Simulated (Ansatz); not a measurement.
**GaNH2+ (quartet): the correlation ladder, cc-pVDZ**

The task here is to estimate one member of a computed series from the others.

Program: Ansatz 0.2.0, Gaussian basis. Level of theory: cc-pVDZ, core rule «outside noble gas», up to 15 orbitals frozen. These are calculated values, not measurements.

The runs, in order: UHF; CCSD(T) on ROHF; CCSD(T) on UHF; BCCD(T) on ROHF; CISD; CCSDT(Q) on ROHF; CCSDT(Q) on UHF; CCSDTQ on ROHF.

8 further runs of the same task are left out: 2 for a known fault of the program, 6 set aside as unsound or not needed.

## The system

The geometry is a PBE0/def2-TZVP stationary point (not a proven minimum) of the parent state, kept for this charge and spin. No spin-orbit coupling is included. The filled d shell of Ga may be among the frozen orbitals whatever the setting's name suggests; the logs give the count.

4 atoms, charge 1, spin multiplicity 4.

Atoms are counted from 1 here; the program's logs count them from 0.

Bond lengths: N1–Ga2 1.923 Å, Ga2–H3 1.565 Å, Ga2–H4 1.565 Å. Angles: N1–Ga2–H3 117.6°, N1–Ga2–H4 117.6°, H3–Ga2–H4 124.7°.

Geometry (Å):

```
atom   x (Å)    y (Å)    z (Å)
  N1  0.0000   0.0000   1.6258
 Ga2  0.0000   0.0000  -0.2970
  H3  0.0000   1.3863  -1.0229
  H4  0.0000  -1.3863  -1.0229
```

Set-up of the first run:

File in.yaml:

```yaml
crystal:
  periodic: [false, false, false]
  atoms:
    - {symbol: N, position_ang: [0.000000, 0.000000, 1.625834]}
    - {symbol: Ga, position_ang: [0.000000, 0.000000, -0.297041]}
    - {symbol: H, position_ang: [0.000000, 1.386306, -1.022870]}
    - {symbol: H, position_ang: [0.000000, -1.386306, -1.022870]}
basis:
  gaussian: {orbitals: cc-pVDZ}
total_charge: 1
magnetization: {spin_polarized: true, initial_magnetization: 3}
hamiltonian: {xc: hf}
output: {orbitals: {seedname: orbitals}}
```

Started as:

```sh
$ ansatz run in.yaml --threads 1 --pin off --events-out ev --progress --plain --max-ram 4096MiB --backend cpu
```

Steps of the session up to this table: UHF; CCSD(T) on ROHF; CCSD(T) on UHF; BCCD(T) on ROHF; CISD; CCSDT(Q) on ROHF; CCSDT(Q) on UHF; CCSDTQ on ROHF.

One table of the session follows, with a row left open; its other results are not shown here.

```
   method  from RCCSDTQ (kJ/mol)
     ROHF                 +439.9
      UHF                 +429.4
     RMP2                 +103.0
     UMP2                  +99.8
    RCCSD                   +9.6
    UCCSD                   +9.2
 RCCSD(T)                   +2.5
 UCCSD(T)                   +2.2
  BCCD(T)                   +2.5
   RCCSDT                   +0.3
   UCCSDT                    0.0
RCCSDT(Q)                   +0.1
UCCSDT(Q)                      ?
  RCCSDTQ                      0
```

Estimate the missing values for UCCSDT(Q).

**Answer.** from RCCSDTQ (kJ/mol): -0.3. In the column «from RCCSDTQ (kJ/mol)» it is the lowest.

Limits of these values: Restricted and unrestricted rows rest on different reference determinants; where their highest levels disagree by more than a few hundredths of an eV, they describe different states and don't form one ladder.
